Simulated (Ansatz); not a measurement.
# AlBCl2H3N: one molecule under many settings

How do the results and run time of AlBCl2H3N respond when the settings are drawn wide?

Computed with Ansatz 0.2.0, Gaussian basis. Level: the settings change from run to run.

### Step 1. The geometry

The structure was relaxed beforehand with PBE0-D4 in a triple-zeta def2 set.

SMILES `N[BH][Al]([Cl])[Cl]`, 8 atoms, charge 0, spin multiplicity 1.

Atoms are counted from 1 here; the program's logs count them from 0.

Bond lengths: N1–B2 1.384 Å, N1–H6 1.008 Å, N1–H7 1.009 Å, B2–Al3 2.117 Å, B2–H8 1.198 Å, Al3–Cl4 2.096 Å, Al3–Cl5 2.111 Å. Angles: B2–N1–H6 123.6°, B2–N1–H7 123.2°, H6–N1–H7 113.2°, N1–B2–Al3 116.6°, N1–B2–H8 118.1°, Al3–B2–H8 125.3°, B2–Al3–Cl4 127.3°, B2–Al3–Cl5 117.2°, Cl4–Al3–Cl5 115.4°.

### Step 2. B97M-V/6-31G

Options: high accuracy.

Contents of in.yaml:

```yaml
crystal:
  periodic: [false, false, false]
  atoms:
    - {symbol: N, position_ang: [0.624517, 0.164856, 1.360884]}
    - {symbol: B, position_ang: [0.727861, -0.444158, 0.122032]}
    - {symbol: Al, position_ang: [-0.795546, -0.004439, -1.279987]}
    - {symbol: Cl, position_ang: [-0.969136, -0.732137, -3.238423]}
    - {symbol: Cl, position_ang: [-2.325684, 1.313381, -0.663353]}
    - {symbol: H, position_ang: [-0.124283, 0.790164, 1.614538]}
    - {symbol: H, position_ang: [1.294548, 0.025537, 2.101855]}
    - {symbol: H, position_ang: [1.659824, -1.170405, -0.073544]}
basis:
  gaussian: {orbitals: 6-31G}
hamiltonian: {xc: {name: B97M-V}}
accuracy: high
output: {forces: true}
```

Started as:

```
> ansatz run in.yaml --threads 2 --pin off --events-out ev --progress --plain --max-ram 4352MiB
```

Output (excerpt; [...] marks lines left out):

```text
Functional definition: B97M-V
  name "B97M-V"
  cite "Mardirossian & Head-Gordon, J. Chem. Phys. 142, 074111 (2015) doi:10.1063/1.4907719"
  cite "Becke, J. Chem. Phys. 107, 8554 (1997) doi:10.1063/1.475007"
  cite "Vydrov & Van Voorhis, J. Chem. Phys. 133, 244103 (2010) doi:10.1063/1.3521275"
  # Of w^i u^j: cxij and so on, Table III.
[...]
  gx(w, u) = cx00 + cx01*u + cx02*u^2 + (cx10 + cx11*u)*w
  gss(w, u) = css00 + css02*u^2 + css10*w + (css32*w^3 + css42*w^4)*u^2
  gos(w, u) = cos00 + cos01*u + cos03*u^3 + cos10*w + cos32*w^3*u^2
[...]
      + integral(e_c_pw_mod_opposite_spin*gos(b97_w_opposite, b97_u_opposite)) + vv10(b, c)
1529 factors; integrals over basis functions are off by at most 3.8e-9 eV
[...]
mean field -33850.73143257 eV, -1243.9914352971 hartree, gradient 2.5e-8 eV, S^2 0.000000; 0 other end points of the search recorded, 0 dependent functions left out
[...]
reference -33850.73143845 eV, -1243.9914355131 hartree; 31, 31 occupied and 32, 32 virtual orbitals, 1529 factors
Total energy: -33850.73143845 eV, -1243.9914355131 hartree
Atom 0 at     0.624517     0.164856     1.360884 Å, force    -0.084724     0.181395     0.283768 eV/Å
Atom 1 at     0.727861    -0.444158     0.122032 Å, force     0.076512    -0.145553    -0.214218 eV/Å
Atom 2 at    -0.795546    -0.004439    -1.279987 Å, force     1.309477    -0.472624     0.987514 eV/Å
Atom 3 at    -0.969136    -0.732137    -3.238423 Å, force    -0.147099    -0.530118    -1.459218 eV/Å
Atom 4 at    -2.325684     1.313381    -0.663353 Å, force    -1.108325     0.955813     0.449327 eV/Å
Atom 5 at    -0.124283     0.790164     1.614538 Å, force     0.002476     0.020554     0.051270 eV/Å
Atom 6 at     1.294548     0.025537     2.101855 Å, force     0.000498    -0.004051    -0.008309 eV/Å
Atom 7 at     1.659824    -1.170405    -0.073544 Å, force    -0.048817    -0.005416    -0.090135 eV/Å
Dipole moment:     0.552410    -0.002031     0.871054 e Å
```

It took 38 s on 2 threads of Arm Neoverse V2, shared host; peak memory 0.51 GiB.

Largest force 1.707 eV/Å, dipole 4.95 D.

### Step 3. PBE0-DH/x2c-TZVPPall

Options: charge +1, multiplicity 2.

Edit in.yaml of step 2 so:

```diff
@@ -12,5 +12,6 @@
 basis:
-  gaussian: {orbitals: 6-31G}
-hamiltonian: {xc: {name: B97M-V}}
-accuracy: high
+  gaussian: {orbitals: x2c-TZVPPall}
+total_charge: 1
+magnetization: {spin_polarized: true, initial_magnetization: 1}
+hamiltonian: {xc: {name: PBE0-DH}}
 output: {forces: true}
```

The command is unchanged.

Output (excerpt; [...] marks lines left out):

```text
Functional definition: PBE0-DH
  name "PBE0-DH"
  cite "Brémond & Adamo, J. Chem. Phys. 135, 024106 (2011) doi:10.1063/1.3604569"
  cite "Perdew, Burke & Ernzerhof, Phys. Rev. Lett. 77, 3865 (1996) doi:10.1103/PhysRevLett.77.3865"
[...]
1365 factors; integrals over basis functions are off by at most 1.1e-3 eV
[...]
mean field -33925.59058287 eV, -1246.7424583293 hartree, gradient 8.9e-6 eV, S^2 0.761622; 0 other end points of the search recorded, 0 dependent functions left out
17 core orbitals not correlated: weight in the atoms' cores, before any rotation towards them, 1.000 or more for the frozen orbitals, at most 0.000 for the correlated occupied ones
reference -33925.59060379 eV, -1246.7424590981 hartree; 14, 13 occupied and 199, 200 virtual orbitals, 1365 factors
second order -24.82285462 eV of doubles, -0.00000000 eV of singles
[...]
Total energy: -33928.69346062 eV, -1246.8564869833 hartree
Relativity: scalar
Atom 0 at     0.624517     0.164856     1.360884 Å, force    -0.865686    -0.272411    -1.999088 eV/Å
Atom 1 at     0.727861    -0.444158     0.122032 Å, force     1.952600     0.450664     4.133198 eV/Å
Atom 2 at    -0.795546    -0.004439    -1.279987 Å, force    -2.556479     0.674507    -2.499772 eV/Å
Atom 3 at    -0.969136    -0.732137    -3.238423 Å, force     0.503980     0.158865     1.167914 eV/Å
Atom 4 at    -2.325684     1.313381    -0.663353 Å, force     1.125146    -0.708004     0.149988 eV/Å
Atom 5 at    -0.124283     0.790164     1.614538 Å, force     0.021114     0.063070     0.179214 eV/Å
Atom 6 at     1.294548     0.025537     2.101855 Å, force     0.173788    -0.133264    -0.032219 eV/Å
Atom 7 at     1.659824    -1.170405    -0.073544 Å, force    -0.354463    -0.233428    -1.099234 eV/Å
Dipole moment:     0.985643    -0.175775     1.157807 e Å
```

Run time: 39 s. Hardware: 2 threads of Arm Neoverse V2, shared host; peak memory 1.1 GiB.

Largest force 4.593 eV/Å, ⟨S²⟩ 0.762.

### Step 4. RPA/def2-TZVPD

Set apart from the defaults: correlated electrons set to all.

Edit in.yaml of step 3 so:

```diff
@@ -12,6 +12,4 @@
 basis:
-  gaussian: {orbitals: x2c-TZVPPall}
-total_charge: 1
-magnetization: {spin_polarized: true, initial_magnetization: 1}
-hamiltonian: {xc: {name: PBE0-DH}}
-output: {forces: true}
+  gaussian: {orbitals: def2-TZVPD}
+hamiltonian: {xc: {name: r2SCAN}}
+correlation: {method: rpa, electrons: all}
```

Launched as before.

Output:

```text
Functional definition: r2SCAN
  name "r2SCAN"
  cite "Furness, Kaplan, Ning, Perdew & Sun, J. Phys. Chem. Lett. 11, 8208 (2020) doi:10.1021/acs.jpclett.0c02405"
  cite "Furness, Kaplan, Ning, Perdew & Sun, J. Phys. Chem. Lett. 11, 9248 (2020) doi:10.1021/acs.jpclett.0c03077"
  parent r2scan
  parameter k0 = 0.174
  parameter k1 = 0.065
  parameter a1 = 4.9479
  exchange = r2scan_x(k0 = k0, k1 = k1, a1 = a1)
  correlation = r2scan_c
1505 factors; integrals over basis functions are off by at most 1.1e-3 eV
mean field evaluation 1: about -33852.1042 eV, gradient 6.4e1 eV
mean field evaluation 2: about -33852.1036 eV, gradient 6.4e1 eV
mean field evaluation 4: about -33859.0735 eV, gradient 2.2e1 eV
mean field evaluation 8: about -33860.4346 eV, gradient 9.1e-1 eV
mean field evaluation 16: about -33860.4372 eV, gradient 2.1e-4 eV
mean field -33860.43723098 eV, -1244.3481168098 hartree, gradient 6.0e-6 eV, S^2 0.000000; 0 other end points of the search recorded, 0 dependent functions left out
reference -33797.11860641 eV, -1242.0212002757 hartree; 31, 31 occupied and 205, 205 virtual orbitals, 1505 factors
Total energy: -33843.02691827 eV, -1243.7082996190 hartree
```

It took 19 s on 2 threads of Arm Neoverse V2, shared host; peak memory 0.65 GiB.

### Step 5. CCSD/def2-SVP

Set apart from the defaults: a point charge of -1.00 e beside it, relativity set to scalar, 1 DIIS vectors.

Edit in.yaml of step 4 so:

```diff
@@ -12,4 +12,4 @@
 basis:
-  gaussian: {orbitals: def2-TZVPD}
-hamiltonian: {xc: {name: r2SCAN}}
-correlation: {method: rpa, electrons: all}
+  gaussian: {orbitals: def2-SVP, point_charges: [{charge: -1.00, position_ang: [6.311, -0.133, -0.410]}]}
+hamiltonian: {xc: {name: HF}, pseudopotentials: {relativity: scalar}}
+correlation: {method: ccsd, diis_vectors: 1}
```

Same command.

Output (excerpt; [...] marks lines left out):

```text
Functional definition: HF
  name "HF"
  cite "Fock, Z. Phys. 61, 126 (1930) doi:10.1007/BF01340294"
  parent pbe
[...]
917 factors; integrals over basis functions are off by at most 1.3e-3 eV
[...]
mean field -33864.31460498 eV, -1244.4906076760 hartree, gradient 8.6e-6 eV, S^2 0.000000; 0 other end points of the search recorded, 0 dependent functions left out
17 core orbitals not correlated: weight in the atoms' cores, before any rotation towards them, 1.000 or more for the frozen orbitals, at most 0.000 for the correlated occupied ones
reference -33864.31460498 eV, -1244.4906076760 hartree; 14, 14 occupied and 66, 66 virtual orbitals, 917 factors
second order -15.51901056 eV of doubles, -0.00000000 eV of singles
cycle   1  -16.44877493 eV  change   -9.3e-1 eV  update   8.8e-2
[...]
cycle  15  -16.88975373 eV  change   -6.5e-6 eV  update   1.5e-5
Total energy: -33881.20435870 eV, -1245.1112946772 hartree
Relativity: scalar
```

It took 3.4 s on 2 threads of Arm Neoverse V2, shared host.

T1 0.013.

### Step 6. B2PLYP/def2-SVPD

Set apart from the defaults: charge -1, multiplicity 2.

Edit in.yaml of step 5 so:

```diff
@@ -12,4 +12,5 @@
 basis:
-  gaussian: {orbitals: def2-SVP, point_charges: [{charge: -1.00, position_ang: [6.311, -0.133, -0.410]}]}
-hamiltonian: {xc: {name: HF}, pseudopotentials: {relativity: scalar}}
-correlation: {method: ccsd, diis_vectors: 1}
+  gaussian: {orbitals: def2-SVPD}
+total_charge: -1
+magnetization: {spin_polarized: true, initial_magnetization: 1}
+hamiltonian: {xc: {name: B2PLYP}}
```

Launched as before.

Output (excerpt; [...] marks lines left out):

```text
Functional definition: B2PLYP
  name "B2PLYP"
  cite "Grimme, J. Chem. Phys. 124, 034108 (2006) doi:10.1063/1.2148954"
  cite "Becke, Phys. Rev. A 38, 3098 (1988) doi:10.1103/PhysRevA.38.3098"
  cite "Lee, Yang & Parr, Phys. Rev. B 37, 785 (1988) doi:10.1103/PhysRevB.37.785"
[...]
1332 factors; integrals over basis functions are off by at most 9.8e-4 eV
[...]
mean field -33832.48027807 eV, -1243.3207177403 hartree, gradient 5.1e-6 eV, S^2 0.759067; 3 other end points of the search recorded, 0 dependent functions left out
17 core orbitals not correlated: weight in the atoms' cores, before any rotation towards them, 1.000 or more for the frozen orbitals, at most 0.000 for the correlated occupied ones
reference -33832.48044367 eV, -1243.3207238258 hartree; 15, 14 occupied and 110, 111 virtual orbitals, 1332 factors
second order -21.07724011 eV of doubles, -0.00000000 eV of singles
Total energy: -33838.17129850 eV, -1243.5298588834 hartree
```

Wall time 13 s (2 threads of Arm Neoverse V2, shared host); peak memory 0.52 GiB.

⟨S²⟩ 0.759.

### Step 7. HSE06/6-31G

Options: D3(BJ) dispersion.

Edit in.yaml of step 6 so:

```diff
@@ -12,5 +12,3 @@
 basis:
-  gaussian: {orbitals: def2-SVPD}
-total_charge: -1
-magnetization: {spin_polarized: true, initial_magnetization: 1}
-hamiltonian: {xc: {name: B2PLYP}}
+  gaussian: {orbitals: 6-31G}
+hamiltonian: {xc: {name: HSE06}, dispersion: d3bj}
```

Launched as before.

Output (excerpt; [...] marks lines left out):

```text
Functional definition: HSE06
  name "HSE06"
  cite "Heyd, Scuseria & Ernzerhof, J. Chem. Phys. 118, 8207 (2003) doi:10.1063/1.1564060"
  cite "Krukau, Vydrov, Izmaylov & Scuseria, J. Chem. Phys. 125, 224106 (2006) doi:10.1063/1.2404663"
  cite "Heyd & Scuseria, J. Chem. Phys. 120, 7274 (2004) doi:10.1063/1.1668634"
  cite "Ernzerhof & Perdew, J. Chem. Phys. 109, 3313 (1998) doi:10.1063/1.476928"
  cite "Perdew, Burke & Ernzerhof, Phys. Rev. Lett. 77, 3865 (1996) doi:10.1103/PhysRevLett.77.3865"
  parent pbe
[...]
  # The whole range is PBE's own exchange, as in plane waves. The composition of these papers is wPBEh.
[...]
772 factors; integrals over basis functions are off by at most 2.1e-4 eV
104 factors; integrals over basis functions are off by at most 2.9e-7 eV
[...]
mean field -33843.93069101 eV, -1243.7415126544 hartree, gradient 7.4e-5 eV, S^2 0.000000; 0 other end points of the search recorded, 0 dependent functions left out
reference -33843.93073202 eV, -1243.7415141615 hartree; 31, 31 occupied and 32, 32 virtual orbitals, 772 factors
Total energy: -33844.08270817 eV, -1243.7470991820 hartree
```

Wall time 1.4 s (2 threads of Arm Neoverse V2, shared host).

### Step 8. SPW92/cc-pVTZ-DK

Set apart from the defaults: charge -1, multiplicity 2, atoms shaken by 0.03 Å, the search for lower states set to light.

Contents of in.yaml:

```yaml
crystal:
  periodic: [false, false, false]
  atoms:
    - {symbol: N, position_ang: [0.582105, 0.170918, 1.354283]}
    - {symbol: B, position_ang: [0.737031, -0.478556, 0.117984]}
    - {symbol: Al, position_ang: [-0.814830, -0.007330, -1.266309]}
    - {symbol: Cl, position_ang: [-0.919669, -0.718634, -3.224733]}
    - {symbol: Cl, position_ang: [-2.300513, 1.387728, -0.685296]}
    - {symbol: H, position_ang: [-0.159474, 0.798561, 1.605024]}
    - {symbol: H, position_ang: [1.252381, -0.014707, 2.148652]}
    - {symbol: H, position_ang: [1.667046, -1.143464, -0.081909]}
basis:
  gaussian: {orbitals: cc-pVTZ-DK}
total_charge: -1
magnetization: {spin_polarized: true, initial_magnetization: 1}
hamiltonian: {xc: {name: SPW92}}
scf: {lower_state_search: light}
```

The command is unchanged.

Output:

```text
Functional definition: SPW92
  name "SPW92"
  cite "Dirac, Proc. Camb. Phil. Soc. 26, 376 (1930) doi:10.1017/S0305004100016108"
  cite "Slater, Phys. Rev. 81, 385 (1951) doi:10.1103/PhysRev.81.385"
  cite "Perdew & Wang, Phys. Rev. B 45, 13244 (1992) doi:10.1103/PhysRevB.45.13244"
  exchange = slater_x
  correlation = pw_c
1397 factors; their error is unknown
mean field evaluation 1: about -33813.9954 eV, gradient 4.3e1 eV
mean field evaluation 2: about -33717.7021 eV, gradient 1.1e2 eV
mean field evaluation 4: about -33823.2097 eV, gradient 1.2e1 eV
mean field evaluation 8: about -33823.9384 eV, gradient 2.8e-1 eV
mean field evaluation 16: about -33823.9040 eV, gradient 2.9e-3 eV
mean field -33823.90399822 eV, -1243.0055452690 hartree, gradient 4.8e-5 eV, S^2 0.751469; 1 other end points of the search recorded, 0 dependent functions left out
reference -33823.90403874 eV, -1243.0055467582 hartree; 32, 31 occupied and 172, 173 virtual orbitals, 1397 factors
Total energy: -33823.90403874 eV, -1243.0055467582 hartree
Relativity: scalar
```

Run time: 3.3 s. Hardware: 2 threads of Arm Neoverse V2, shared host.

⟨S²⟩ 0.751.

### Step 9. HSE06/def2-TZVP

Set apart from the defaults: high accuracy, the search for lower states set to off.

Contents of in.yaml:

```yaml
crystal:
  periodic: [false, false, false]
  atoms:
    - {symbol: N, position_ang: [0.624517, 0.164856, 1.360884]}
    - {symbol: B, position_ang: [0.727861, -0.444158, 0.122032]}
    - {symbol: Al, position_ang: [-0.795546, -0.004439, -1.279987]}
    - {symbol: Cl, position_ang: [-0.969136, -0.732137, -3.238423]}
    - {symbol: Cl, position_ang: [-2.325684, 1.313381, -0.663353]}
    - {symbol: H, position_ang: [-0.124283, 0.790164, 1.614538]}
    - {symbol: H, position_ang: [1.294548, 0.025537, 2.101855]}
    - {symbol: H, position_ang: [1.659824, -1.170405, -0.073544]}
basis:
  gaussian: {orbitals: def2-TZVP}
hamiltonian: {xc: {name: HSE06}}
accuracy: high
scf: {lower_state_search: off}
output: {forces: true}
```

Same command.

Output (excerpt; [...] marks lines left out):

```text
Functional definition: HSE06
  name "HSE06"
  cite "Heyd, Scuseria & Ernzerhof, J. Chem. Phys. 118, 8207 (2003) doi:10.1063/1.1564060"
  cite "Krukau, Vydrov, Izmaylov & Scuseria, J. Chem. Phys. 125, 224106 (2006) doi:10.1063/1.2404663"
  cite "Heyd & Scuseria, J. Chem. Phys. 120, 7274 (2004) doi:10.1063/1.1668634"
  cite "Ernzerhof & Perdew, J. Chem. Phys. 109, 3313 (1998) doi:10.1063/1.476928"
  cite "Perdew, Burke & Ernzerhof, Phys. Rev. Lett. 77, 3865 (1996) doi:10.1103/PhysRevLett.77.3865"
  parent pbe
[...]
  # The whole range is PBE's own exchange, as in plane waves. The composition of these papers is wPBEh.
[...]
3242 factors; integrals over basis functions are off by at most 2.6e-8 eV
125 factors; integrals over basis functions are off by at most 1.0e-9 eV
[...]
Total energy: -33849.30242203 eV, -1243.9389201282 hartree
Atom 0 at     0.624517     0.164856     1.360884 Å, force     0.008234    -0.005637     0.000224 eV/Å
Atom 1 at     0.727861    -0.444158     0.122032 Å, force     0.006456    -0.004625    -0.000574 eV/Å
Atom 2 at    -0.795546    -0.004439    -1.279987 Å, force     0.009622    -0.004248     0.005436 eV/Å
Atom 3 at    -0.969136    -0.732137    -3.238423 Å, force    -0.001749    -0.010809    -0.027488 eV/Å
Atom 4 at    -2.325684     1.313381    -0.663353 Å, force    -0.025906     0.019262     0.003205 eV/Å
Atom 5 at    -0.124283     0.790164     1.614538 Å, force    -0.005943     0.006482     0.005547 eV/Å
Atom 6 at     1.294548     0.025537     2.101855 Å, force     0.009018    -0.000722     0.012833 eV/Å
Atom 7 at     1.659824    -1.170405    -0.073544 Å, force     0.000268     0.000297     0.000818 eV/Å
Dipole moment:     0.368158     0.032909     0.659498 e Å
Checks for a lower state left out: stability, starts, cluster_reference, orbital_swaps, neighbouring_geometries, increment
```

Run time: 17 s. Hardware: 2 threads of Arm Neoverse V2, shared host; peak memory 0.88 GiB.

Largest force 0.032 eV/Å, dipole 3.63 D.

### Step 10. PBE0-DH/def2-mTZVP

Options: the search for lower states set to full.

Edit in.yaml of step 9 so:

```diff
@@ -12,6 +12,5 @@
 basis:
-  gaussian: {orbitals: def2-TZVP}
-hamiltonian: {xc: {name: HSE06}}
-accuracy: high
-scf: {lower_state_search: off}
+  gaussian: {orbitals: def2-mTZVP}
+hamiltonian: {xc: {name: PBE0-DH}}
+scf: {lower_state_search: full}
 output: {forces: true}
```

Launched as before.

Output (excerpt; [...] marks lines left out):

```text
Functional definition: PBE0-DH
  name "PBE0-DH"
  cite "Brémond & Adamo, J. Chem. Phys. 135, 024106 (2011) doi:10.1063/1.3604569"
  cite "Perdew, Burke & Ernzerhof, Phys. Rev. Lett. 77, 3865 (1996) doi:10.1103/PhysRevLett.77.3865"
[...]
1001 factors; integrals over basis functions are off by at most 1.1e-3 eV
[...]
mean field -33844.73069988 eV, -1243.7709124382 hartree, gradient 7.8e-6 eV, S^2 0.000000; 0 other end points of the search recorded, 0 dependent functions left out
17 core orbitals not correlated: weight in the atoms' cores, before any rotation towards them, 1.000 or more for the frozen orbitals, at most 0.000 for the correlated occupied ones
reference -33844.73072191 eV, -1243.7709132479 hartree; 14, 14 occupied and 82, 82 virtual orbitals, 1001 factors
second order -19.48517566 eV of doubles, -0.00000000 eV of singles
[...]
Total energy: -33847.16636887 eV, -1243.8604216226 hartree
Atom 0 at     0.624517     0.164856     1.360884 Å, force    -0.019679    -0.010072    -0.054256 eV/Å
Atom 1 at     0.727861    -0.444158     0.122032 Å, force     0.104909    -0.052262     0.045634 eV/Å
Atom 2 at    -0.795546    -0.004439    -1.279987 Å, force     0.000543    -0.001870    -0.003342 eV/Å
Atom 3 at    -0.969136    -0.732137    -3.238423 Å, force     0.000685     0.001190     0.004076 eV/Å
Atom 4 at    -2.325684     1.313381    -0.663353 Å, force     0.004257    -0.005561    -0.006313 eV/Å
Atom 5 at    -0.124283     0.790164     1.614538 Å, force     0.073399    -0.036090     0.033254 eV/Å
Atom 6 at     1.294548     0.025537     2.101855 Å, force    -0.054881     0.020422    -0.039714 eV/Å
Atom 7 at     1.659824    -1.170405    -0.073544 Å, force    -0.109233     0.084242     0.020662 eV/Å
Dipole moment:     0.422545     0.017175     0.709464 e Å
```

Run time: 6.5 s. Hardware: 2 threads of Arm Neoverse V2, shared host.

Largest force 0.139 eV/Å, dipole 3.97 D.

### Step 11. The runs in one table

```csv
level,charge,multiplicity,geometry,functions,energy (eV),time
B97M-V/6-31G,0,1,relaxed,63,-33850.731,38 s
PBE0-DH/x2c-TZVPPall,1,2,relaxed,230,-33928.693,39 s
RPA/def2-TZVPD,0,1,relaxed,236,-33843.027,19 s
CCSD/def2-SVP,0,1,"relaxed, point charge",97,-33881.204,3.4 s
B2PLYP/def2-SVPD,-1,2,relaxed,142,-33838.171,13 s
HSE06/6-31G,0,1,relaxed,63,-33844.083,1.4 s
SPW92/cc-pVTZ-DK,-1,2,shaken,204,-33823.904,3.3 s
HSE06/def2-TZVP,0,1,relaxed,191,-33849.302,17 s
PBE0-DH/def2-mTZVP,0,1,relaxed,113,-33847.166,6.5 s
```

### Step 12. Results

```
                                         quantity                       value
                                             runs                           9
                                         quickest          HSE06/6-31G, 1.4 s
                                          slowest  PBE0-DH/x2c-TZVPPall, 39 s
spread of total energies, same state and geometry                      7.7 eV
                  dipole, same state and geometry              3.63 to 4.95 D
```

What this shows: PBE0-DH/x2c-TZVPPall took 29 times as long as HSE06/6-31G. The jobs differ in tasks and options as well as level. Total energies at one charge and spin differ by 8 eV between levels, so only differences within one level mean anything. At the PBE0-D4/def2-TZVP geometry and in the same state, runs without warnings or point charges leave forces up to 1.71 eV/Å (B97M-V/6-31G). At that geometry and state the dipole changes by 36 % between the lowest and highest value.
